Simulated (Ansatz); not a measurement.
What does this script print? It uses the Python package of Ansatz (0.2.0).

The script, `freq_bclh5nosi.py`:
```python
'''Harmonic frequencies of BClH5NOSi at its relaxed geometry.'''

import itertools

import ansatz as az
from ase.data import atomic_numbers, covalent_radii
import numpy as np


def main() -> None:
    geometry_ang = [
        ('N', [-1.2243, -0.8565, -1.1231]),
        ('Si', [-0.2622, -0.8293, 0.3385]),
        ('Cl', [1.3371, -2.1091, 0.0389]),
        ('B', [0.4674, 0.9756, 0.7026]),
        ('O', [1.2162, 1.6524, -0.2987]),
        ('H', [-0.6842, -0.4068, -1.9064]),
        ('H', [-2.0159, -0.124, -0.9627]),
        ('H', [-1.0202, -1.2802, 1.4727]),
        ('H', [0.1218, 1.5121, 1.7672]),
        ('H', [2.1474, 1.4146, -0.0263]),
    ]
    bclh5nosi = az.Crystal.molecule()
    for symbol, xyz in geometry_ang:
        bclh5nosi = bclh5nosi.atom(symbol, xyz)

    base = bclh5nosi.calculation().basis(gaussian='def2-SVP').functional('pbe')
    symbols = [site.symbol for site in bclh5nosi.cartesian_sites]
    start = np.array([site.position_ang for site in bclh5nosi.cartesian_sites], dtype=float)
    def progress(event):
        if event['event'] == 'relax_step':
            row = event['data']
            print(f'step {row["step"]:3d}  E = {row["lagrangian_ev"]:.6f} eV  largest force component {row["allowed_force_max_ev_ang"]:.4f} eV/A')


    summary = base.relax(force_tolerance=0.003, max_steps=100).session().plan().execute(on_event=progress).report
    end = np.array(summary['positions_ang'])

    # pairs closer than 1.2 times the sum of covalent radii, before or after
    radius = [covalent_radii[atomic_numbers[s]] for s in symbols]
    span = lambda where, i, j: np.linalg.norm(where[i] - where[j])
    bonded = [(i, j) for i, j in itertools.combinations(range(len(symbols)), 2) if min(span(start, i, j), span(end, i, j)) < 1.2 * (radius[i] + radius[j])]
    print('pair        before    after (A)')
    for i, j in bonded:
        print(f'{symbols[i]}{i}-{symbols[j]}{j}'.ljust(10), f'{span(start, i, j):8.4f} {span(end, i, j):8.4f}')
    for first, second in list(itertools.combinations(bonded, 2)):
        shared = set(first) & set(second)
        if shared and symbols[(j := shared.pop())] != 'H':
            i, k = sorted((set(first) | set(second)) - {j})
            u, v = end[i] - end[j], end[k] - end[j]
            angle = np.degrees(np.arccos(np.clip(u @ v / np.linalg.norm(u) / np.linalg.norm(v), -1, 1)))
            print(f'final angle {symbols[i]}{i}-{symbols[j]}{j}-{symbols[k]}{k}: {angle:.2f} deg')

    # same settings at the minimum
    minimum = az.Crystal.molecule()
    for symbol, place in zip(symbols, end):
        minimum = minimum.atom(symbol, place.tolist())
    vibrating = minimum.calculation()
    vibrating = vibrating.basis(gaussian='def2-SVP').functional('pbe')
    vibrating = vibrating.phonons(temperatures=(200, 600, 100))
    vib = vibrating.run().report['vibrations']
    sums = vib['harmonic_sums']
    modes = [m['omega_inv_cm'] for m in sums['modes_at_gamma'] if m['rigid_motion'] == 'no']
    for number, w in enumerate(modes, start=1):
        print(f'mode {number:2d} {w:9.1f} 1/cm {w / 8065.544 * 1000:8.2f} meV')
    print('imaginary modes:', sum(w < 0 for w in modes), ' zero-point energy:', round(sums['zero_point_energy_ev'], 4), 'eV')
    print('T (K)   F_vib (eV)   S_vib (meV/K)   C_vib (meV/K)')
    for row in zip(sums['temperatures_k'], sums['vibrational_free_energy_ev'], vib['entropy_ev_per_k'], vib['heat_capacity_ev_per_k']):
        print(f'{row[0]:6.1f} {row[1]:11.4f} {1000 * row[2]:13.4f} {1000 * row[3]:15.4f}')


if __name__ == '__main__':
    main()
```

Output of `python freq_bclh5nosi.py`:
```text
step   1  E = -24672.652901 eV  largest force component 1.9904 eV/A
step   2  E = -24672.920173 eV  largest force component 1.2169 eV/A
step   3  E = -24673.017301 eV  largest force component 0.7917 eV/A
step   4  E = -24673.115933 eV  largest force component 1.2120 eV/A
step   5  E = -24673.225264 eV  largest force component 2.7068 eV/A
step   6  E = -24673.579678 eV  largest force component 1.4726 eV/A
step   7  E = -24673.773985 eV  largest force component 0.5267 eV/A
step   8  E = -24673.847825 eV  largest force component 0.4124 eV/A
step   9  E = -24673.851214 eV  largest force component 1.7462 eV/A
step  10  E = -24673.915083 eV  largest force component 0.3422 eV/A
step  11  E = -24673.919667 eV  largest force component 0.4877 eV/A
step  12  E = -24673.946370 eV  largest force component 0.1767 eV/A
step  13  E = -24673.955976 eV  largest force component 0.0777 eV/A
step  14  E = -24673.957448 eV  largest force component 0.0794 eV/A
step  15  E = -24673.958716 eV  largest force component 0.0540 eV/A
step  16  E = -24673.959143 eV  largest force component 0.0353 eV/A
step  17  E = -24673.959324 eV  largest force component 0.0197 eV/A
step  18  E = -24673.959522 eV  largest force component 0.0174 eV/A
step  19  E = -24673.959562 eV  largest force component 0.0175 eV/A
step  20  E = -24673.959590 eV  largest force component 0.0126 eV/A
step  21  E = -24673.959596 eV  largest force component 0.0053 eV/A
step  22  E = -24673.959597 eV  largest force component 0.0026 eV/A
pair        before    after (A)
N0-Si1       1.7500   1.7341
N0-H5        1.0524   1.0241
N0-H6        1.0904   1.0235
Si1-Cl2      2.0701   2.1348
Si1-B3       1.9805   2.0251
Si1-H7       1.4368   1.5018
B3-O4        1.4217   1.3611
B3-H8        1.2412   1.2240
O4-H9        0.9989   0.9763
final angle Si1-N0-H5: 117.52 deg
final angle Si1-N0-H6: 120.63 deg
final angle N0-Si1-Cl2: 115.32 deg
final angle N0-Si1-B3: 110.12 deg
final angle N0-Si1-H7: 107.22 deg
final angle H5-N0-H6: 110.62 deg
final angle Cl2-Si1-B3: 101.89 deg
final angle Cl2-Si1-H7: 104.52 deg
final angle B3-Si1-H7: 117.95 deg
final angle Si1-B3-O4: 116.87 deg
final angle Si1-B3-H8: 122.77 deg
final angle O4-B3-H8: 120.24 deg
final angle B3-O4-H9: 112.87 deg
mode  1      63.8 1/cm     7.90 meV
mode  2     104.5 1/cm    12.96 meV
mode  3     139.7 1/cm    17.32 meV
mode  4     218.8 1/cm    27.12 meV
mode  5     307.7 1/cm    38.15 meV
mode  6     382.3 1/cm    47.39 meV
mode  7     441.6 1/cm    54.75 meV
mode  8     477.0 1/cm    59.13 meV
mode  9     564.0 1/cm    69.93 meV
mode 10     595.8 1/cm    73.87 meV
mode 11     692.4 1/cm    85.85 meV
mode 12     801.2 1/cm    99.34 meV
mode 13     846.7 1/cm   104.98 meV
mode 14     872.8 1/cm   108.21 meV
mode 15     890.1 1/cm   110.36 meV
mode 16     960.8 1/cm   119.12 meV
mode 17    1149.5 1/cm   142.52 meV
mode 18    1334.6 1/cm   165.47 meV
mode 19    1491.0 1/cm   184.86 meV
mode 20    2173.0 1/cm   269.42 meV
mode 21    2503.8 1/cm   310.43 meV
mode 22    3478.8 1/cm   431.32 meV
mode 23    3576.7 1/cm   443.45 meV
mode 24    3692.1 1/cm   457.76 meV
imaginary modes: 0  zero-point energy: 1.7208 eV
T (K)   F_vib (eV)   S_vib (meV/K)   C_vib (meV/K)
 200.0      1.6755        0.5192          0.5945
 300.0      1.6088        0.8116          0.8560
 400.0      1.5137        1.0868          1.0575
 500.0      1.3922        1.3397          1.2074
 600.0      1.2465        1.5704          1.3217
```

What to keep in mind:
- Total energies depend on the basis set; only differences at equal settings carry meaning.
- The frequencies are harmonic and unscaled, in a modest basis. The result belongs to the one conformer reached from this start, and soft torsions count as harmonic oscillators.
- Hardware and time: 3.8 min on 1 thread of Intel(R) Xeon(R) Platinum 8375C CPU @ 2.90GHz (Ice Lake), on a shared host, peak memory 0.26 GiB.

(Lines on the test bed's own set-up are left out of the output.)
